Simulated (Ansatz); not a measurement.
Task: the interaction energy of a dimer with the counterpoise correction of BHO2, SMILES O=BO, with Ansatz's Python interface. Give the script and its output. Level of theory (for the species named): Hartree-Fock, cc-pVDZ basis, multiplicity 1.

```
atom    x (Å)    y (Å)    z (Å)
   O  -1.5476   0.5194   0.4468
   B  -0.4336   0.1363   0.2373
   O   0.7900  -0.2908   0.0882
   H   1.1913  -0.3650  -0.7723
```

`dimer_bho2.py`:
```python
"""Interaction energy of two BHO2 molecules, with the counterpoise correction."""

import ansatz as az
import numpy as np

config = {
    "basis_set": "cc-pVDZ",
    "xc": "HF",
}

FIRST = [
    ("O", (-1.5476, 0.5194, 0.4468)),
    ("B", (-0.4336, 0.1363, 0.2373)),
    ("O", (0.79, -0.2908, 0.0882)),
    ("H", (1.1913, -0.365, -0.7723)),
]
SECOND = [
    ("O", (0.9393, 3.6513, 1.4672)),
    ("B", (1.1449, 3.1738, 0.3895)),
    ("O", (1.2997, 2.6853, -0.8102)),
    ("H", (2.0611, 2.1621, -1.0416)),
]

def energy(atoms, ghosts=()):
    molecule = az.Crystal.molecule()
    for symbol, xyz in atoms:
        molecule = molecule.atom(symbol, xyz)
    calc = (
        molecule.calculation()
        .basis(gaussian=config["basis_set"])
        .functional(config["xc"])
    )
    deck = calc.input()
    if ghosts:
        deck = deck.set(az.key.basis.gaussian.ghost_atoms, [{"symbol": s, "position_ang": list(xyz)} for s, xyz in ghosts])
    return az.Session.from_dict(deck).plan().execute().report["free_energy_ev"]

# ghost atoms carry the functions of the partner
direction = np.array([0.4227, 0.9062, 0.0004])
print("shift (A)   counterpoise-corrected interaction (kJ/mol)")
for shift in (-0.3, 0.0, 0.4, 1.0, 2.0):
    moved = [(s, tuple(np.round(np.array(xyz) + shift * direction, 4))) for s, xyz in SECOND]
    gain = energy(FIRST + moved) - energy(FIRST, moved) - energy(moved, FIRST)
    print(f"{shift:8.2f} {96.485332 * gain:14.3f}")
```

Output of `python dimer_bho2.py`:
```text
shift (A)   counterpoise-corrected interaction (kJ/mol)
   -0.30         26.696
    0.00         16.282
    0.40         10.669
    1.00          7.399
    2.00          4.702
```

What to keep in mind:
- The dimer is a generated trial pose of unrelaxed monomers, not a minimum, so the figure is no binding energy, and the basis set is small.
- Hartree-Fock leaves correlation out, so bond, atomisation and ionisation energies come out well too low.
- This level lacks the dispersion part of the attraction (electrostatics and induction are there), which can decide the sign where the interaction is weak.
- Run time: 7.4 s on 1 thread of Arm Neoverse V2, on a shared host, peak memory 0.22 GiB.
